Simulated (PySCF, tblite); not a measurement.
# C6H12N2: dynamics, then NMR shifts on frames, part 2 of 2

tblite 0.8.0 and PySCF 2.14.0. Atoms count from 0. Earlier steps stand in the parts before.

### 6 Shielding tensors: 800 fs, PBE0/pcSseg-1

Job settings and geometry (Å):

```
{"job": {"kind": "nmr", "xc": "PBE0", "basis": "pcSseg-1", "pop": false}, "charge": 0, "multiplicity": 1}
N      2.070700    -2.022200     1.126200
C      1.128300    -0.998500     0.786300
C      0.992200     0.162000     1.656500
C      0.606200     1.555600     1.254800
C     -0.694100     1.385900     0.390800
C     -1.281800    -0.044200     0.742500
N     -1.583900    -0.804500    -0.463700
C     -0.173200    -0.727100     1.556700
H      1.639100    -2.949500     1.098900
H      2.471000    -2.009200     2.110900
H      1.076700    -0.807900    -0.321200
H      1.523200     0.135400     2.637700
H      1.400700     2.240900     0.844700
H      0.317900     2.038300     2.190000
H     -0.433400     1.360800    -0.656700
H     -1.421000     2.171900     0.584500
H     -2.187800     0.142500     1.390300
H     -1.928000    -1.744700    -0.384300
H     -2.242300    -0.470200    -1.130300
H     -0.434400    -1.398100     2.316200
```

With the program's defaults for keys left out, this is: GIAO PBE0/pcSseg-1 NMR shielding, non-relativistic, gas phase.

The log of the run:

```text
coarse grid: 16080 points
cycle   1  E = -344.7431573400  dE =  1.157e+00  |g| = 5.188e-01  |ddm| = 3.991e+00
cycle   2  E = -344.7208009382  dE =  2.236e-02  |g| = 6.268e-01  |ddm| = 1.140e+00
cycle   3  E = -344.8101643086  dE = -8.936e-02  |g| = 4.049e-02  |ddm| = 6.362e-01
cycle   4  E = -344.8104456566  dE = -2.813e-04  |g| = 1.598e-02  |ddm| = 5.604e-02
cycle   5  E = -344.8104936124  dE = -4.796e-05  |g| = 6.820e-03  |ddm| = 2.114e-02
cycle   6  E = -344.8105038548  dE = -1.024e-05  |g| = 6.383e-04  |ddm| = 6.051e-03
cycle   7  E = -344.8105039218  dE = -6.705e-08  |g| = 3.259e-04  |ddm| = 8.582e-04
final grid: 153696 points
cycle   8  E = -344.8544254363  dE = -5.287e-05  |g| = 8.961e-03  |ddm| = 4.384e-02
cycle   9  E = -344.8544151708  dE =  1.027e-05  |g| = 1.129e-02  |ddm| = 2.022e-02
cycle  10  E = -344.8544453232  dE = -3.015e-05  |g| = 4.762e-04  |ddm| = 1.134e-02
cycle  11  E = -344.8544453683  dE = -4.507e-08  |g| = 1.802e-04  |ddm| = 8.784e-04
cycle  12  E = -344.8544453749  dE = -6.592e-09  |g| = 6.662e-05  |ddm| = 2.357e-04
cycle  13  E = -344.8544453758  dE = -9.313e-10  |g| = 1.201e-05  |ddm| = 6.486e-05
converged SCF energy = -344.8544453758

GIAO shielding tensors (ppm)
atom      isotropic    diamagn.    paramagn.     s11        s22        s33       span
  0 N      213.223     309.271     -96.048    159.721    227.789    252.159     92.438
  1 C      149.323     244.762     -95.439    114.150    137.947    195.871     81.721
  2 C      148.377     251.181    -102.805    123.603    128.487    193.040     69.437
  3 C      150.037     242.078     -92.040    116.918    157.555    175.638     58.720
  4 C      145.315     246.423    -101.107    109.223    149.524    177.199     67.976
  5 C      127.898     240.273    -112.376    103.356    133.039    147.298     43.942
  6 N      228.144     312.496     -84.352    182.568    243.280    258.585     76.017
  7 C      151.101     253.231    -102.130    112.897    129.503    210.902     98.005
  8 H       30.616      29.533       1.083     22.333     28.771     40.746     18.413
  9 H       30.409      28.138       2.271     23.439     28.244     39.544     16.105
 10 H       27.804      27.569       0.235     20.591     29.348     33.472     12.881
 11 H       29.708      31.898      -2.190     22.993     28.361     37.769     14.777
 12 H       28.726      27.304       1.422     24.106     26.029     36.043     11.937
 13 H       29.521      29.285       0.236     24.728     27.385     36.449     11.721
 14 H       30.627      29.956       0.672     26.500     29.399     35.983      9.483
 15 H       29.660      29.891      -0.231     24.699     27.753     36.529     11.830
 16 H       27.090      29.270      -2.179     22.528     25.454     33.290     10.762
 17 H       31.723      31.736      -0.012     23.857     28.489     42.824     18.966
 18 H       31.835      31.834       0.000     23.810     28.125     43.570     19.760
 19 H       31.710      35.077      -3.367     25.224     30.073     39.834     14.610
```

Run time: 29 s. Hardware: 1 thread of Intel Xeon 6975P-C, shared host; peak memory 0.89 GiB.

Key values: δ C5 59.0, C4 41.6, C2 38.5, C1 37.6, H16 4.63, H10 3.91 ppm.

### 7 Nuclear shieldings: 1000 fs, PBE0/pcSseg-1

Job settings and geometry (Å):

```
{"job": {"kind": "nmr", "xc": "PBE0", "basis": "pcSseg-1", "pop": false}, "charge": 0, "multiplicity": 1}
N      2.036800    -2.499200     1.233800
C      1.288900    -1.280100     0.985900
C      1.049300    -0.238300     2.041400
C      0.712700     1.166800     1.637000
C     -0.559200     0.953500     0.704600
C     -1.123100    -0.440600     1.110000
N     -1.678200    -1.106800    -0.122500
C     -0.049400    -1.214000     1.704500
H      1.594800    -3.215500     0.739500
H      2.135400    -2.655400     2.198500
H      1.330000    -0.891000    -0.022500
H      1.702800    -0.388100     2.947900
H      1.473500     1.673100     1.103400
H      0.392000     1.806500     2.470900
H     -0.252900     1.020900    -0.368600
H     -1.316900     1.727300     0.973200
H     -1.964300    -0.398300     1.846800
H     -2.646600    -0.845200    -0.316500
H     -1.142000    -0.925100    -0.945900
H     -0.221100    -2.062600     2.370700
```

Method: GIAO PBE0/pcSseg-1 NMR shielding, non-relativistic, gas phase.

The log of the run:

```text
coarse grid: 16080 points
cycle   1  E = -344.7423192887  dE =  1.186e+00  |g| = 5.183e-01  |ddm| = 4.004e+00
cycle   2  E = -344.7276637693  dE =  1.466e-02  |g| = 6.007e-01  |ddm| = 1.128e+00
cycle   3  E = -344.8082978595  dE = -8.063e-02  |g| = 4.369e-02  |ddm| = 6.089e-01
cycle   4  E = -344.8086053189  dE = -3.075e-04  |g| = 1.931e-02  |ddm| = 6.361e-02
cycle   5  E = -344.8086772828  dE = -7.196e-05  |g| = 7.440e-03  |ddm| = 2.526e-02
cycle   6  E = -344.8086891384  dE = -1.186e-05  |g| = 1.046e-03  |ddm| = 7.658e-03
cycle   7  E = -344.8086893613  dE = -2.229e-07  |g| = 3.443e-04  |ddm| = 1.296e-03
final grid: 153696 points
cycle   8  E = -344.8528561496  dE = -5.991e-05  |g| = 9.364e-03  |ddm| = 4.977e-02
cycle   9  E = -344.8528473582  dE =  8.791e-06  |g| = 1.129e-02  |ddm| = 2.145e-02
cycle  10  E = -344.8528778847  dE = -3.053e-05  |g| = 6.463e-04  |ddm| = 1.193e-02
cycle  11  E = -344.8528779609  dE = -7.619e-08  |g| = 2.722e-04  |ddm| = 1.148e-03
cycle  12  E = -344.8528779763  dE = -1.536e-08  |g| = 7.107e-05  |ddm| = 2.991e-04
cycle  13  E = -344.8528779774  dE = -1.087e-09  |g| = 1.651e-05  |ddm| = 9.657e-05
cycle  14  E = -344.8528779774  dE = -6.139e-11  |g| = 4.657e-06  |ddm| = 2.294e-05
converged SCF energy = -344.8528779774

GIAO shielding tensors (ppm)
atom      isotropic    diamagn.    paramagn.     s11        s22        s33       span
  0 N      226.990     315.207     -88.217    186.479    223.576    270.916     84.437
  1 C      152.865     248.679     -95.814    127.626    133.400    197.569     69.943
  2 C      151.765     254.139    -102.374    119.202    141.940    194.153     74.951
  3 C      157.170     245.808     -88.638    133.474    162.082    175.953     42.480
  4 C      137.351     244.504    -107.153     94.866    145.346    171.841     76.975
  5 C      126.723     243.644    -116.921     95.453    136.027    148.690     53.237
  6 N      211.286     314.720    -103.434    156.635    216.592    260.631    103.997
  7 C      144.416     253.562    -109.146    108.874    123.452    200.924     92.050
  8 H       31.629      32.253      -0.624     23.353     29.799     41.735     18.382
  9 H       32.583      32.351       0.233     25.434     30.795     41.521     16.086
 10 H       29.993      30.640      -0.647     23.349     30.943     35.686     12.337
 11 H       29.667      31.194      -1.527     23.081     27.899     38.021     14.939
 12 H       30.531      30.098       0.434     26.442     27.650     37.502     11.060
 13 H       29.568      29.418       0.150     24.152     27.292     37.260     13.108
 14 H       29.832      29.544       0.288     25.850     28.868     34.778      8.928
 15 H       28.443      30.059      -1.616     24.748     26.740     33.843      9.095
 16 H       27.635      30.593      -2.958     23.846     26.056     33.003      9.157
 17 H       30.234      31.247      -1.012     23.629     26.865     40.210     16.581
 18 H       32.188      32.824      -0.636     25.229     31.794     39.542     14.313
 19 H       30.811      35.154      -4.344     24.278     29.732     38.422     14.145
```

Run time: 33 s. Hardware: 1 thread of Intel Xeon 6975P-C, shared host; peak memory 0.89 GiB.

Key values: δ C5 60.2, C4 49.6, C7 42.5, C2 35.2, H16 4.08, H15 3.27 ppm.

### 8 Side by side: NMR shifts

Shifts (ppm) of some atoms, chosen among heavy atoms and hydrogens apart, with basis size and wall time:

```tsv
frame	C4	C2	C3	H16	H9	N6	N0	functions	time
250 fs	34.7	30.4	28.7	2.59	-1.37	58.1	39.8	196	33 s
425 fs	40.4	31.4	29.1	5.13	1.19	53.5	53.3	196	31 s
625 fs	33.3	35.1	35.8	3.82	-0.88	46.4	40.2	196	30 s
800 fs	41.6	38.5	36.9	4.63	1.31	39.6	54.5	196	29 s
1000 fs	49.6	35.2	29.8	4.08	-0.87	56.4	40.7	196	33 s
```

### 9 Results

The summary covers parts 1 to 2.

```
                                      quantity                                                                         value
                                    thermostat                                                                         300 K
                 mean temperature, second half                                                                         258 K
       mean potential energy above the minimum                                                                       0.62 eV
13C shifts against TMS (PBE0/pcSseg-1, 250 fs)                                        56.5, 39.0, 34.7, 34.6, 30.4, 28.7 ppm
 1H shifts against TMS (PBE0/pcSseg-1, 250 fs)  3.61, 2.59, 2.55, 2.33, 1.84, 1.48, 1.17, 0.90, 0.46, 0.41, -0.11, -1.37 ppm
15N shifts against NH3 (PBE0/pcSseg-1, 250 fs)                                                                58.1, 39.8 ppm
                      range of the shift of N6                                                              39.6 to 58.1 ppm
```

In the second half the potential energy averages 0.62 eV above the minimum; equipartition over 54 harmonic modes at 300 K would give 0.70 eV. With 20 atoms the temperature swings widely (175 to 340 K). Shifts at one fixed geometry are not the observed spectrum, which averages over the motion. In the first frame run (250 fs): Shielding is most anisotropic at C7 (span 95 ppm, paramagnetic term -103 ppm). In ppm, N6 moves most: its shift spreads over 18.5 ppm, from 39.6 (800 fs) to 58.1 (250 fs).
